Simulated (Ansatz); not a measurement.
**AlGeF (triplet): wave-function methods side by side at distance Al2–Ge3 = 3.904 Å, cc-pVDZ**

An exercise on one series of results from a longer session: the logs are not shown, and one member is left open.

The runs use Ansatz 0.2.0, Gaussian basis; cc-pVDZ, core rule «outside noble gas», up to 20 orbitals frozen.

To be run: UHF; CCSD(T) on ROHF; CCSD(T) on UHF; BCCD(T) on ROHF; CISD; CCSDT(Q) on ROHF; CCSDT(Q) on UHF; CASSCF and MRCISD+Q, 4 electrons in 4 orbitals; CASSCF and NEVPT2, 4 electrons in 4 orbitals.

36 further runs of the same task are left out: 11 for a known fault of the program, 18 that didn't finish, 7 set aside as unsound or not needed.

## The geometry

The geometry derives from a PBE0/def2-TZVP stationary point (not a proven minimum). One bond is set to the value named and the two fragments are kept rigid. No spin-orbit coupling is included. The filled d shell of Ge may be among the frozen orbitals whatever the setting's name suggests; the logs give the count.

3 atoms, charge 0, spin multiplicity 3.

Atoms are counted from 1 here; the program's logs count them from 0.

Bond lengths: F1–Al2 1.648 Å.

As a file:

```xyz
3
charge 0, multiplicity 3
F     0.0000    0.0000   -2.4001
Al    0.0000    0.0000   -0.7519
Ge    0.0000    0.0000    3.1521
```

The first run:

Contents of in.yaml:

```yaml
crystal:
  periodic: [false, false, false]
  atoms:
    - {symbol: F, position_ang: [0.000000, 0.000000, -2.400133]}
    - {symbol: Al, position_ang: [0.000000, 0.000000, -0.751933]}
    - {symbol: Ge, position_ang: [0.000000, 0.000000, 3.152067]}
basis:
  gaussian: {orbitals: cc-pVDZ}
magnetization: {spin_polarized: true, initial_magnetization: 2}
hamiltonian: {xc: hf}
output: {orbitals: {seedname: orbitals}}
```

Command:

```console
ansatz run in.yaml --threads 1 --pin off --events-out ev --progress --plain --max-ram 2393MiB
```

Steps of the session up to this table: UHF; CCSD(T) on ROHF; CCSD(T) on UHF; BCCD(T) on ROHF; CISD; CCSDT(Q) on ROHF; CCSDT(Q) on UHF; CASSCF and MRCISD+Q, 4 electrons in 4 orbitals; CASSCF and NEVPT2, 4 electrons in 4 orbitals.

One of the session's tables, all rows but one given; the rest of the session is left out.

```
       method  from UCCSDT(Q) (meV)
         ROHF               +8581.1
          UHF               +8484.8
         RMP2                +954.9
         UMP2                +943.1
         CISD                     ?
        RCCSD                +190.9
        UCCSD                +179.8
     RCCSD(T)                 +44.9
     UCCSD(T)                 +35.8
      BCCD(T)                 +40.0
       RCCSDT                 +25.7
       UCCSDT                 +17.0
    RCCSDT(Q)                 +11.5
    UCCSDT(Q)                     0
  CASSCF pair               +8162.2
  NEVPT2 pair                +929.6
  MRCISD pair                +896.5
MRCISD+Q pair                +170.1
```

Estimate the missing values for CISD.

**Answer.** from UCCSDT(Q) (meV): +1013.9. In the column «from UCCSDT(Q) (meV)» it lies between RMP2 (+954.9) and CASSCF pair (+8162.2).

Among the levels timed on like hardware and quicker than the yardstick, those that no quicker one beats, quickest first: NEVPT2 pair (8.5 s, +929.6 meV); MRCISD+Q pair (9 s, +170.1 meV); BCCD(T) (17 s, +40.0 meV); UCCSD(T) (22 s, +35.8 meV).

Caveats from the session: Of the multireference levels listed MRCISD+Q pair comes nearest in total energy (+170.1 meV), which doesn't show that its space is the better one. Restricted and unrestricted rows rest on different reference determinants; where their highest levels disagree by more than a few hundredths of an eV, they describe different states and don't form one ladder.
